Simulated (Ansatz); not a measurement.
# CaPd5: from the listed structure to its properties

The task, for CaPd5: find the equilibrium cell, compute bands, density of states and charges and compare with the cell as listed.

Computed with Ansatz 0.2.0 (DFT r2SCAN, scalar-relativistic, plane waves, PAW, unless a step's input says otherwise).

## 1. The starting structure

Symmetry: P6/mmm, No. 191, hexagonal system. Conventional cell: a = 5.147 Å, b = 5.147 Å, c = 4.224 Å, α = 90.00°, β = 90.00°, γ = 120.00°. Around Ca (site symmetry 6/mmm) lie 18 Pd at 2.97 to 3.33 Å. Pd (site symmetry mmm) is surrounded by 8 Pd at 2.57 to 2.58 Å. Around Pd (site symmetry -6m2) lie 9 Pd at 2.58 to 2.97 Å and 3 Ca at 2.97 Å.

As a file:

```cif
data_structure
_symmetry_space_group_name_H-M 'P6/mmm'
_symmetry_Int_Tables_number 191
_cell_length_a 5.1470
_cell_length_b 5.1470
_cell_length_c 4.2240
_cell_angle_alpha 90.000
_cell_angle_beta 90.000
_cell_angle_gamma 120.000
_cell_volume 96.91
loop_
_atom_site_label
_atom_site_type_symbol
_atom_site_symmetry_multiplicity
_atom_site_Wyckoff_symbol
_atom_site_fract_x
_atom_site_fract_y
_atom_site_fract_z
_atom_site_occupancy
Ca1 Ca 1 a 0.00000 0.00000 0.00000 1
Pd1 Pd 3 g 0.50000 0.00000 0.50000 1
Pd2 Pd 2 c 0.33333 0.66667 0.00000 1
```

The structure comes from the Crystallography Open Database.

(A quick probe on a coarse mesh, which set the mesh and smearing, is not shown.)

## 3. Coarse relaxation

File input.yaml:

```yaml
crystal:
  lattice:
    - [5.1469988078, 0.0, 0.0]
    - [-2.5734994039, 4.4574317208, 0.0]
    - [0.0, 0.0, 4.224]
  atoms:
    - { symbol: Ca, position: [0.0, 0.0, 0.0] }
    - { symbol: Pd, position: [0.5, 0.0, 0.5] }
    - { symbol: Pd, position: [0.5, 0.5, 0.5] }
    - { symbol: Pd, position: [0.0, 0.5, 0.5] }
    - { symbol: Pd, position: [0.3333333333, 0.6666666667, 0.0] }
    - { symbol: Pd, position: [0.6666666667, 0.3333333333, 0.0] }
basis:
  ecutwfc: 500
kpoints:
  mp_grid: { grid: [6, 6, 6] }
hamiltonian:
  xc: r2scan
scf:
  occupations: { method: gaussian, width: 0.1 }
output:
  forces: true
  stress: true
  eigenvalues: true
relax:
  adjacent_minimum: "off"
  f_tol: 0.05
  max_steps: 80
  cell: { stress_tol: 0.5 }
```

Command:

```sh
$ ansatz run input.yaml --threads 1 --pin off --max-ram 2560MiB --backend cpu --events-out ev --progress --plain --runs-dir out
```

The session goes on with these runs: full relaxation; electronic structure at the relaxed geometry; back to the database's cell.

What does the calculation give? Wanted: relaxed cell; volume; formation energy; gap; states at the Fermi level; Bader charges; listed cell.

**Answer**, as computed:

```
                                                               quantity                                                                       value
                                                           relaxed cell  a = 5.299 Å, b = 5.299 Å, c = 4.417 Å, α = 90.00°, β = 90.00°, γ = 120.00°
                                                   space group (0.01 Å)                                                            P6/mmm (No. 191)
                                                                 volume                                                               17.90 Å³/atom
formation energy (elements from runs with the same settings, not shown)                                                               -0.37 eV/atom
                                                                    gap                                                                none (metal)
                                              states at the Fermi level                                                        5.74 per eV per cell
                                                          Bader charges                                               Ca +1.47, Pd -0.33 to -0.27 e
                                                            listed cell            88.6 meV/atom above the relaxed cell, 17.7 GPa, gap none (metal)
```

**Reading.** The cell grew by 10.8 % in volume on relaxing. A change this large, from a start under high stress, points beyond the functional: the entry may be disordered, lack atoms or hold sites in another order than in this ordered cell, or the electronic state differs. There is no gap at this level. Of the projected weight within 0.25 eV of the Fermi level, the largest part is Pd 4d (97 %). The projections leave out shells that the potentials don't hold, such as empty d states. Bader charges go up to 1.5 e. The listed cell costs 88.6 meV/atom and carries a pressure of 17.7 GPa at this level.
